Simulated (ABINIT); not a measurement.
# Ag in ABINIT: a series of runs, part 2 of 2

ABINIT 10.8.3 (patched build).

**3. Band structure, LDA**

The input, run.abi:

```
# Datasets: ground state, then fixed potential
ndtset 2

# Pseudopotentials
pp_dirpath "./"
pseudos "Ag.LDA_PW-JTH.xml"

# Structure
acell 3*1.0 Angstrom
rprim
     2.8893797293     0.0000000000     0.0000000000
     0.0000000000     2.8893797293     0.0000000000
     0.0000000000     0.0000000000    25.2155000000
ntypat 1
znucl 47
natom 6
typat 1 1 1 1 1 1
xred
     0.5000000000     0.5000000000     0.2974361008
     0.0000000000     0.0000000000     0.3784616605
     0.5000000000     0.5000000000     0.4594872202
     0.0000000000     0.0000000000     0.5405127798
     0.5000000000     0.5000000000     0.6215383395
     0.0000000000     0.0000000000     0.7025638992
chkprim 0
chksymtnons 0
tolsym 1.0e-6

# Plane-wave basis
ecut 17.0
pawecutdg 34.0

# Exchange and correlation
ixc 7

# Bands and occupations
occopt 3
tsmear 0.00183747

# SCF cycle
nstep 120
iprcel 45

# Output
iomode 3
prtwf 0
prteig 0
prtebands 0
enunit 1
prtden1 1
prtvha1 1
prtvclmb1 1
prtpot1 1

# Dataset 1
kptopt1 1
ngkpt1 9 9 1
nshiftk1 1
shiftk1 0.0 0.0 0.0
nband1 40
tolvrs1 1.0e-9

# Dataset 2: bands along G-X-M-G-Z-R-A-Z
iscf2 -2
getden2 1
nband2 46
nbdbuf2 4
tolwfr2 1.0e-11
kptopt2 -7
ndivsm2 5
prteig2 1
prtvol2 -3
kptbounds2
     0.0000000000     0.0000000000     0.0000000000
     0.0000000000     0.5000000000     0.0000000000
     0.5000000000     0.5000000000     0.0000000000
     0.0000000000     0.0000000000     0.0000000000
     0.0000000000     0.0000000000     0.5000000000
     0.0000000000     0.5000000000     0.5000000000
     0.5000000000     0.5000000000     0.5000000000
     0.0000000000     0.0000000000     0.5000000000
```

Potentials or basis: JTH PAW LDA v2.0.

Run with:

```bash
> mpirun --bind-to none -np 4 abinit run.abi > log 2>&1
```

run.abo:

```text
.Version 10.8.3 of ABINIT
 DATASET    1 : space group P4/n m m (#129); Bravais tP (primitive tetrag.)
================================================================================
 Values of the parameters that define the memory need for DATASET  1.
     intxc =       0    ionmov =       0      iscf =      17    lmnmax =      18
     lnmax =       6     mgfft =     180  mpssoang =       3    mqgrid =   12508
     natom =       6  nloc_mem =       2    nspden =       1   nspinor =       1
    nsppol =       1      nsym =      16    n1xccc =       1    ntypat =       1
    occopt =       3   xclevel =       1
       mpw =        4790          nfft =      103680          nkpt =          15
Pmy_natom=         2
 PAW method is used; the additional fine FFT grid is defined by:
   mgfftf=       256    nfftf =    230400
 For the susceptibility and dielectric matrices, or tddft :
   mgfft =       108  nbnd_in_blk=     6    nfft =     15552     npw =       223
================================================================================
================================================================================

 DATASET    2 : space group P4/n m m (#129); Bravais tP (primitive tetrag.)
================================================================================
 Values of the parameters that define the memory need for DATASET  2.
     intxc =       0    ionmov =       0      iscf =      -2    lmnmax =      18
     lnmax =       6     mgfft =     180  mpssoang =       3    mqgrid =   12508
     natom =       6  nloc_mem =       2    nspden =       1   nspinor =       1
    nsppol =       1      nsym =      16    n1xccc =       1    ntypat =       1
    occopt =       3   xclevel =       1
       mpw =        4798          nfft =      103680          nkpt =         306
Pmy_natom=         2
 PAW method is used; the additional fine FFT grid is defined by:
   mgfftf=       256    nfftf =    230400
 For the susceptibility and dielectric matrices, or tddft :
   mgfft =       108  nbnd_in_blk=     6    nfft =     15552     npw =       223
================================================================================
================================================================================

--------------------------------------------------------------------------------
------------- Echo of variables that govern the present computation ------------
--------------------------------------------------------------------------------
 -outvars: echo values of preprocessed input variables --------
            acell      1.8897261259E+00  1.8897261259E+00  1.8897261259E+00 Bohr
              amu      1.07868200E+02
          chkprim           0
      chksymtnons           0
           diemix      1.00000000E+00
             ecut      1.70000000E+01 Hartree
           enunit           1
           getden1          0
           getden2          1
           iprcel          45
             iscf1         17
             iscf2         -2
              ixc           7
           jdtset        1    2
           kptopt1          1
           kptopt2         -7
         kptrlatt        9    0    0      0    9    0      0    0    1
          kptrlen1     4.91412273E+01
          kptrlen2     3.00000000E+01
            natom           6
[... 4954 lines left out ...]
  4.35E-12  1.87E-12  9.26E-13  6.60E-13  5.09E-12  2.16E-12  6.49E-12  3.39E-12
  3.37E-12  8.58E-12  1.62E-12  1.93E-12  6.56E-13  5.85E-12  1.74E-12  1.80E-12
  1.02E-12  3.44E-12  2.77E-11  4.05E-10  5.89E-07  1.24E-06
 -3.0361E-01 -2.7656E-01 -2.5609E-01 -2.5174E-01 -2.4983E-01 -2.4139E-01
 -2.3532E-01 -2.3036E-01 -2.2856E-01 -2.1518E-01 -2.0367E-01 -1.9965E-01
 -1.9555E-01 -1.9555E-01 -1.8322E-01 -1.8322E-01 -1.6825E-01 -1.6711E-01
 -1.6711E-01 -1.6614E-01 -1.6066E-01 -1.5899E-01 -1.5233E-01 -1.4913E-01
 -1.4913E-01 -1.4476E-01 -1.3773E-01 -1.3487E-01 -1.3283E-01 -1.3283E-01
 -1.2908E-01 -1.2851E-01 -1.2512E-01 -1.2512E-01 -7.3396E-02 -7.1310E-03
  2.8504E-02  1.3609E-01  1.5534E-01  1.8344E-01  2.4109E-01  2.6678E-01
  3.3875E-01  3.6053E-01  3.8269E-01  3.8269E-01

--- !ResultsGS
iteration_state: {dtset: 2, }
comment   : Summary of ground state results
lattice_vectors:
- [  5.4601364,   0.0000000,   0.0000000, ]
- [  0.0000000,   5.4601364,   0.0000000, ]
- [  0.0000000,   0.0000000,  47.6503891, ]
lattice_lengths: [   5.46014,    5.46014,   47.65039, ]
lattice_angles: [ 90.000,  90.000,  90.000, ] # degrees, (23, 13, 12)
lattice_volume:   1.4206053E+03
convergence: {deltae:  0.000E+00, res2:  0.000E+00, residm:  9.996E-12, diffor:  0.000E+00, }
etotal    :  -2.30009649E+02
entropy   :   0.00000000E+00
fermie    :  -2.56234765E-02
cartesian_stress_tensor: null
pressure_GPa: null
xred      :
- [  5.0000E-01,   5.0000E-01,   2.9744E-01, Ag]
- [  0.0000E+00,   0.0000E+00,   3.7846E-01, Ag]
- [  5.0000E-01,   5.0000E-01,   4.5949E-01, Ag]
- [  0.0000E+00,   0.0000E+00,   5.4051E-01, Ag]
- [  5.0000E-01,   5.0000E-01,   6.2154E-01, Ag]
- [  0.0000E+00,   0.0000E+00,   7.0256E-01, Ag]
cartesian_forces: null
force_length_stats: {min: null, max: null, mean: null, }
...

 Integrated electronic density in atomic spheres:
 ------------------------------------------------
 Atom  Sphere_radius  Integrated_density
    1        2.51516          9.73836039
    2        2.51516          9.80905021
    3        2.51516          9.80421285
    4        2.51516          9.80421285
    5        2.51516          9.80905021
    6        2.51516          9.73836039

================================================================================

 ----iterations are completed or convergence reached----

 Mean square residual over all n,k,spin=   39.265E-13; max=  99.965E-13
 reduced coordinates (array xred) for    6 atoms
       0.500000000000      0.500000000000      0.297436100800
       0.000000000000      0.000000000000      0.378461660500
       0.500000000000      0.500000000000      0.459487220200
       0.000000000000      0.000000000000      0.540512779800
       0.500000000000      0.500000000000      0.621538339500
       0.000000000000      0.000000000000      0.702563899200

 cartesian coordinates (angstrom) at end:
    1      1.44468986465000     1.44468986465000     7.49999999972240
    2      0.00000000000000     0.00000000000000     9.54310000033775
    3      1.44468986465000     1.44468986465000    11.58620000095310
    4      0.00000000000000     0.00000000000000    13.62929999904690
    5      1.44468986465000     1.44468986465000    15.67239999966225
    6      0.00000000000000     0.00000000000000    17.71550000027760
 length scales=  1.889726125908  1.889726125908  1.889726125908 bohr
              =  1.000000000000  1.000000000000  1.000000000000 angstroms
 Eigenvalues (   eV  ) for nkpt= 306  k points:
 kpt#   1, nband= 46, wtk=  1.00000, kpt=  0.0000  0.0000  0.0000 (reduced coord)
  -8.26152   -7.52554   -6.96857   -6.85008   -6.79823   -6.56863   -6.40329   -6.26845
  -6.21932   -5.85523   -5.54209   -5.43276   -5.32117   -5.32117   -4.98578   -4.98578
  -4.57818   -4.54739   -4.54739   -4.52079   -4.37185   -4.32635   -4.14503   -4.05791
  -4.05791   -3.93902   -3.74785   -3.66998   -3.61455   -3.61455   -3.51231   -3.49693
  -3.40466   -3.40466   -1.99720   -0.19398    0.77538    3.75115    4.10574    5.17769
   6.19451    8.06774    8.19498   10.41342   10.41376   10.94525
 kpt#   2, nband= 46, wtk=  1.00000, kpt=  0.0000  0.0114  0.0000 (reduced coord)
  -8.25888   -7.52318   -6.96706   -6.84883   -6.79639   -6.56754   -6.40158   -6.26668
  -6.21842   -5.85459   -5.54176   -5.43176   -5.32118   -5.32067   -4.98784   -4.98592
  -4.57662   -4.55960   -4.54875   -4.51170   -4.37233   -4.32671   -4.14440   -4.06352
  -4.05902   -3.93434   -3.75226   -3.69084   -3.61122   -3.59171   -3.51414   -3.49799
  -3.40946   -3.40405   -1.99134   -0.18927    0.78142    3.75356    4.10796    5.18009
   6.19621    8.06910    8.19699   10.38893   10.41800   10.95024
 kpt#   3, nband= 46, wtk=  1.00000, kpt=  0.0000  0.0227  0.0000 (reduced coord)
  -8.25096   -7.51614   -6.96255   -6.84506   -6.79092   -6.56422   -6.39649   -6.26169
  -6.21545   -5.85266   -5.54077   -5.42879   -5.32125   -5.31919   -4.99386   -4.98636
[... 399 lines left out ...]
  -4.87786   -4.87786   -4.62174   -4.62174   -4.41877   -4.41877   -4.01693   -4.01693
  -3.83416   -3.83416   -3.59052   -3.59052   -3.52285   -3.52285   -0.67118   -0.67118
  -0.13832   -0.13832    0.58796    0.58796    2.63557    2.63557    4.25818    4.25818
   6.09680    6.09680    7.70460    7.70460    8.79147    8.79175
 kpt#  61, nband= 46, wtk=  1.00000, kpt=  0.1818  0.5000  0.0000 (reduced coord)
  -6.58854   -6.58854   -6.37422   -6.37422   -6.06789   -6.06789   -5.77698   -5.77698
  -5.66436   -5.66436   -5.36667   -5.36667   -5.14785   -5.14785   -4.94021   -4.94021
  -4.83881   -4.83881   -4.64352   -4.64352   -4.41780   -4.41780   -4.01812   -4.01812
  -3.82032   -3.82032   -3.58109   -3.58109   -3.51672   -3.51672   -0.60941   -0.60941
  -0.04247   -0.04247    0.71308    0.71308    2.69192    2.69192    4.30999    4.30999
   6.14696    6.14696    7.76287    7.76287    8.85213    8.86032
 kpt#  62, nband= 46, wtk=  1.00000, kpt=  0.1932  0.5000  0.0000 (reduced coord)
  -6.56134   -6.56134   -6.38265   -6.38265   -6.10490   -6.10490   -5.81021   -5.81021
  -5.67447   -5.67447   -5.37979   -5.37979   -5.10871   -5.10871   -4.92582   -4.92582
  -4.79436   -4.79436   -4.65987   -4.65987   -4.41452   -4.41452   -4.01643   -4.01643
  -3.80479   -3.80479
```

It took 8.4 min on 4 MPI ranks of Arm Neoverse V1, shared host; peak memory 1.5 GiB.

What came out:

```
Free energy                                           : -6258.8814 eV
Largest force                                         : 0.534 eV/Å
Band gap on the k mesh                                : none (metal or under the smearing width)
Valence electrons inside the program's atomic spheres : Ag 9.74, 9.81, 9.80 (radii [1.331] Å)
```

Forces on the atoms (eV/Å):
```
Ag   0.000  0.000  0.534
Ag   0.000  0.000 -0.168
Ag   0.000  0.000 -0.037
Ag   0.000  0.000  0.037
Ag   0.000  0.000  0.168
Ag   0.000  0.000 -0.534
```

Levels at the corners of the path, in eV from the Fermi level:
| point | band 31 | band 32 | band 33 | band 34 | band 35 | band 36 | band 37 | band 38 |
| --- | --- | --- | --- | --- | --- | --- | --- | --- |
| Γ | -2.82 | -2.80 | -2.71 | -2.71 | -1.30 | 0.50 | 1.47 | 4.45 |
| X | -0.50 | -0.50 | -0.34 | -0.34 | 0.26 | 0.26 | 2.93 | 2.93 |
| M | 2.08 | 2.08 | 3.31 | 3.31 | 4.88 | 4.88 | 6.61 | 6.61 |
| Γ | -2.82 | -2.80 | -2.71 | -2.71 | -1.30 | 0.50 | 1.47 | 4.45 |
| Z | -2.82 | -2.80 | -2.71 | -2.71 | -1.30 | 0.50 | 1.47 | 4.40 |
| R | -0.50 | -0.50 | -0.34 | -0.34 | 0.26 | 0.26 | 2.93 | 2.93 |
| A | 2.08 | 2.08 | 3.31 | 3.31 | 4.88 | 4.88 | 6.61 | 6.61 |
| Z | -2.82 | -2.80 | -2.71 | -2.71 | -1.30 | 0.50 | 1.47 | 4.40 |
